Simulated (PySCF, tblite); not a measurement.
# C₆H₅F₃O: a rotation path, then NMR shifts on frames

Aim: move C₆H₅F₃O (`FC(F)(F)C1=COC=CC1`) away from its starting geometry and see how NMR shifts follow the geometry.

Programs: tblite 0.8.0 and PySCF 2.14.0, with density-fitted response routines of our own. Each step states its level of theory. These are calculated values for one molecule in the gas phase, unless marked as measured. Atoms count from 0, in the outputs and in this text.

### 1 The molecule as given

15 atoms, charge 0, multiplicity 1; geometry from: GFN2-xTB.

Bonds of the start (Å): F0–C1 1.35, C1–F2 1.35, C1–F3 1.34, C1–C4 1.49, C4–C5 1.33, C5–O6 1.34, O6–C7 1.37, C7–C8 1.32, C8–C9 1.50, C9–C4 1.51, C5–H10 1.08, C7–H11 1.08, C8–H12 1.08, C9–H13 1.10, C9–H14 1.10.

### 2 A band between two rotamers with GFN2-xTB

The job: settings as JSON, then the geometry in Å.

```
{"job": {"kind": "neb", "xc": "GFN2-xTB", "basis": "xTB", "atoms": [3, 1, 4, 9], "turn": 120}, "charge": 0, "multiplicity": 1}
F      2.494666    -0.601186     1.089629
C      2.052593     0.015488    -0.024011
F      2.470431     1.292409     0.078222
F      2.729593    -0.522736    -1.048054
C      0.570136    -0.081336    -0.169380
C      0.017478    -0.662346    -1.232424
O     -1.305008    -0.789651    -1.435677
C     -2.121353    -0.274787    -0.458836
C     -1.699647     0.324125     0.641976
C     -0.242034     0.514122     0.955227
H      0.594072    -1.090316    -2.040063
H     -3.159500    -0.424166    -0.709434
H     -2.411917     0.699130     1.357310
H     -0.008180     1.580181     1.068148
H      0.014258     0.029058     1.905455
```

Level: GFN2-xTB climbing-image nudged elastic band, gas phase.

Started as:

```bash
$ OMP_NUM_THREADS=1 python probes_run.py task.json out
```

The driver reads the jobs from task.json and runs them one after another.

Output:

```text
image   E - E0 / eV
  0      -0.0000
  1       0.0076
  2       0.0221
  3       0.0350
  4       0.0394
  5       0.0330
  6       0.0192
  7       0.0056
  8       0.0000
```

Run time: 3.8 s. Hardware: 1 thread of Arm Neoverse N1, shared host; peak memory 0.18 GiB.

The final band, with the dihedral F3–C1–C4–C9:

```
image  dihedral (°)  energy (eV)  energy (kcal/mol)
    0          -180        0.000                0.0
    1          -164        0.008                0.2
    2          -149        0.022                0.5
    3          -134        0.035                0.8
    4          -118        0.039                0.9
    5          -103        0.033                0.8
    6           -88        0.019                0.4
    7           -73        0.006                0.1
    8           -59        0.000                0.0
```

### 3 Nuclear shieldings: image 0, PBE0/pcSseg-1

The job: settings as JSON, then the geometry in Å.

```
{"job": {"kind": "nmr", "xc": "PBE0", "basis": "pcSseg-1", "pop": false}, "charge": 0, "multiplicity": 1}
F      2.494700    -0.601200     1.089600
C      2.052600     0.015500    -0.024000
F      2.470400     1.292400     0.078200
F      2.729600    -0.522700    -1.048100
C      0.570100    -0.081300    -0.169400
C      0.017500    -0.662300    -1.232400
O     -1.305000    -0.789700    -1.435700
C     -2.121400    -0.274800    -0.458800
C     -1.699600     0.324100     0.642000
C     -0.242000     0.514100     0.955200
H      0.594100    -1.090300    -2.040100
H     -3.159500    -0.424200    -0.709400
H     -2.411900     0.699100     1.357300
H     -0.008200     1.580200     1.068100
H      0.014300     0.029100     1.905500
```

Level: GIAO PBE0/pcSseg-1 NMR shielding, non-relativistic, gas phase.

Output:

```text
coarse grid: 13960 points
cycle   1  E = -605.4399773449  dE =  1.900e+00  |g| = 9.504e-01  |ddm| = 3.747e+00
cycle   2  E = -605.2893816535  dE =  1.506e-01  |g| = 1.395e+00  |ddm| = 1.349e+00
cycle   3  E = -605.5917592264  dE = -3.024e-01  |g| = 1.141e-01  |ddm| = 8.758e-01
cycle   4  E = -605.5929979576  dE = -1.239e-03  |g| = 8.536e-02  |ddm| = 1.567e-01
cycle   5  E = -605.5946486899  dE = -1.651e-03  |g| = 1.766e-02  |ddm| = 8.423e-02
cycle   6  E = -605.5947121162  dE = -6.343e-05  |g| = 6.615e-03  |ddm| = 2.149e-02
cycle   7  E = -605.5947217058  dE = -9.590e-06  |g| = 1.341e-03  |ddm| = 5.922e-03
final grid: 140128 points
cycle   8  E = -605.6840491175  dE = -4.651e-05  |g| = 1.104e-02  |ddm| = 3.262e-02
cycle   9  E = -605.6840148932  dE =  3.422e-05  |g| = 1.768e-02  |ddm| = 1.974e-02
cycle  10  E = -605.6840708280  dE = -5.593e-05  |g| = 2.263e-03  |ddm| = 1.365e-02
cycle  11  E = -605.6840720768  dE = -1.249e-06  |g| = 4.482e-04  |ddm| = 2.363e-03
cycle  12  E = -605.6840721171  dE = -4.029e-08  |g| = 1.751e-04  |ddm| = 4.708e-04
cycle  13  E = -605.6840721241  dE = -6.992e-09  |g| = 3.909e-05  |ddm| = 1.660e-04
cycle  14  E = -605.6840721244  dE = -3.056e-10  |g| = 1.270e-05  |ddm| = 4.459e-05
converged SCF energy = -605.6840721244

GIAO shielding tensors (ppm)
atom      isotropic    diamagn.    paramagn.     s11        s22        s33       span
  0 F      255.841     473.496    -217.656    159.755    255.147    352.619    192.864
  1 C       53.211     239.505    -186.294     51.986     53.800     53.848      1.862
  2 F      255.965     473.488    -217.523    159.928    255.547    352.421    192.492
  3 F      272.746     472.586    -199.840    180.321    279.278    358.640    178.319
  4 C       77.896     268.607    -190.712    -10.865     98.748    145.804    156.669
  5 C       36.743     248.396    -211.653    -61.420     57.961    113.687    175.107
  6 O      172.628     394.727    -222.099     54.252    112.639    350.992    296.740
  7 C       39.700     248.870    -209.171    -60.993     71.772    108.319    169.312
  8 C       77.743     257.400    -179.657    -21.909     92.699    162.441    184.350
  9 C      164.310     242.526     -78.216    149.946    162.910    180.074     30.128
 10 H       24.678      30.344      -5.667     21.333     23.800     28.900      7.567
 11 H       25.201      28.459      -3.258     22.576     25.413     27.615      5.039
 12 H       26.585      29.925      -3.340     24.674     27.133     27.949      3.275
 13 H       28.630      29.099      -0.470     23.846     28.313     33.730      9.884
 14 H       28.632      29.103      -0.470     23.854     28.320     33.724      9.870
```

Wall time 49 s (1 thread of Arm Neoverse N1, shared host); peak memory 0.85 GiB.

The references, computed at this level on geometries of the same kind, shield at (ppm): ¹H TMS 31.72, ¹³C TMS 186.9, ¹⁹F CFCl3 170.9, ¹⁷O H2O 336.1. Their shielding less the atom's gives the shift. The references are single molecules in the gas phase, so shifts against H2O, NH3, PH3, H3PO4 or CFCl3 are not on the usual liquid scales and can be off by tens of ppm. Each atom is listed at this fixed geometry, with no averaging over motion; a spectrum would average atoms that exchange fast.

```
atoms                                                  environment  σ (ppm)  δ (ppm)
   C5                                 alkene carbon bearing oxygen     36.7    150.2
   C7                                 alkene carbon bearing oxygen     39.7    147.2
   C1                                                   CF3 carbon     53.2    133.7
   C8                β carbon of an enol-ether or enamine type C=C     77.7    109.2
   C4                β carbon of an enol-ether or enamine type C=C     77.9    109.0
   C9                                              allylic sp3 CH2    164.3     22.6
  H10                  hydrogen on an alkene carbon bearing oxygen    24.68     7.04
  H11                  hydrogen on an alkene carbon bearing oxygen    25.20     6.52
  H12  hydrogen on a β carbon of an enol-ether or enamine type C=C    26.59     5.13
  H13                               hydrogen on an allylic sp3 CH2    28.63     3.09
  H14                               hydrogen on an allylic sp3 CH2    28.63     3.08
   F0                                      fluorine of a CF3 group    255.8    -84.9
   F2                                      fluorine of a CF3 group    256.0    -85.0
   F3                                      fluorine of a CF3 group    272.7   -101.8
   O6                                                 ether oxygen    172.6    163.5
```

Ring of atoms C4, C5, O6, C7, C8, C9: NICS(0) 2.9, NICS(1) 0.6, NICS(1)zz 7.4 ppm (means of both faces).

### 4 Shielding tensors: image 2, PBE0/pcSseg-1

The job: settings as JSON, then the geometry in Å.

```
{"job": {"kind": "nmr", "xc": "PBE0", "basis": "pcSseg-1", "pop": false}, "charge": 0, "multiplicity": 1}
F      2.585200    -1.001500     0.689100
C      2.055500     0.015700    -0.023200
F      2.430700     1.137400     0.609800
F      2.694200     0.007300    -1.204200
C      0.569900    -0.089200    -0.153800
C      0.022900    -0.774700    -1.156500
O     -1.298500    -0.936100    -1.344500
C     -2.120500    -0.315100    -0.436200
C     -1.704900     0.393400     0.599200
C     -0.249400     0.595700     0.912400
H      0.602600    -1.261500    -1.928400
H     -3.157400    -0.477400    -0.683600
H     -2.419500     0.859900     1.255700
H     -0.007300     1.665000     0.939900
H     -0.007800     0.189000     1.902400
```

Method: GIAO PBE0/pcSseg-1 NMR shielding, non-relativistic, gas phase.

Output:

```text
coarse grid: 13960 points
cycle   1  E = -605.4357885661  dE =  1.903e+00  |g| = 9.529e-01  |ddm| = 3.733e+00
cycle   2  E = -605.2837610733  dE =  1.520e-01  |g| = 1.400e+00  |ddm| = 1.362e+00
cycle   3  E = -605.5883809809  dE = -3.046e-01  |g| = 1.158e-01  |ddm| = 8.849e-01
cycle   4  E = -605.5896500630  dE = -1.269e-03  |g| = 8.688e-02  |ddm| = 1.590e-01
cycle   5  E = -605.5913662318  dE = -1.716e-03  |g| = 1.759e-02  |ddm| = 8.503e-02
cycle   6  E = -605.5914296998  dE = -6.347e-05  |g| = 6.595e-03  |ddm| = 2.167e-02
cycle   7  E = -605.5914393292  dE = -9.629e-06  |g| = 1.379e-03  |ddm| = 6.003e-03
final grid: 140128 points
cycle   8  E = -605.6815673811  dE = -4.634e-05  |g| = 1.101e-02  |ddm| = 2.996e-02
cycle   9  E = -605.6815333109  dE =  3.407e-05  |g| = 1.765e-02  |ddm| = 1.959e-02
cycle  10  E = -605.6815889319  dE = -5.562e-05  |g| = 2.258e-03  |ddm| = 1.352e-02
cycle  11  E = -605.6815901787  dE = -1.247e-06  |g| = 4.504e-04  |ddm| = 2.362e-03
cycle  12  E = -605.6815902198  dE = -4.112e-08  |g| = 1.743e-04  |ddm| = 4.791e-04
cycle  13  E = -605.6815902268  dE = -6.970e-09  |g| = 3.854e-05  |ddm| = 1.640e-04
cycle  14  E = -605.6815902271  dE = -2.958e-10  |g| = 1.311e-05  |ddm| = 4.432e-05
converged SCF energy = -605.6815902271

GIAO shielding tensors (ppm)
atom      isotropic    diamagn.    paramagn.     s11        s22        s33       span
  0 F      239.967     473.084    -233.117    153.136    225.239    341.525    188.388
  1 C       53.110     239.161    -186.050     51.335     52.946     55.050      3.715
  2 F      260.021     473.638    -213.617    174.960    266.800    338.304    163.344
  3 F      258.748     473.059    -214.311    174.119    248.660    353.464    179.345
  4 C       76.375     268.231    -191.856    -11.527     97.008    143.645    155.171
  5 C       35.026     248.554    -213.528    -65.734     57.514    113.298    179.033
  6 O      171.414     394.715    -223.301     54.063    110.589    349.590    295.527
  7 C       39.773     248.870    -209.098    -60.919     71.918    108.319    169.238
  8 C       77.571     257.413    -179.842    -22.123     92.789    162.046    184.169
  9 C      163.592     242.517     -78.926    148.767    162.537    179.471     30.705
 10 H       24.695      30.023      -5.328     21.651     23.538     28.898      7.247
 11 H       25.228      28.446      -3.218     22.662     25.418     27.604      4.943
 12 H       26.592      29.946      -3.355     24.695     27.140     27.941      3.245
 13 H       28.525      29.456      -0.931     23.605     28.533     33.436      9.831
 14 H       28.689      29.154      -0.465     24.204     28.027     33.837      9.633
```

Run time: 47 s. Hardware: 1 thread of Arm Neoverse N1, shared host; peak memory 0.88 GiB.

This run: δ C5 151.9, C7 147.2, C1 133.8, C4 110.5, H10 7.02, H11 6.49 ppm.

(Part 1 of 2 ends here.)
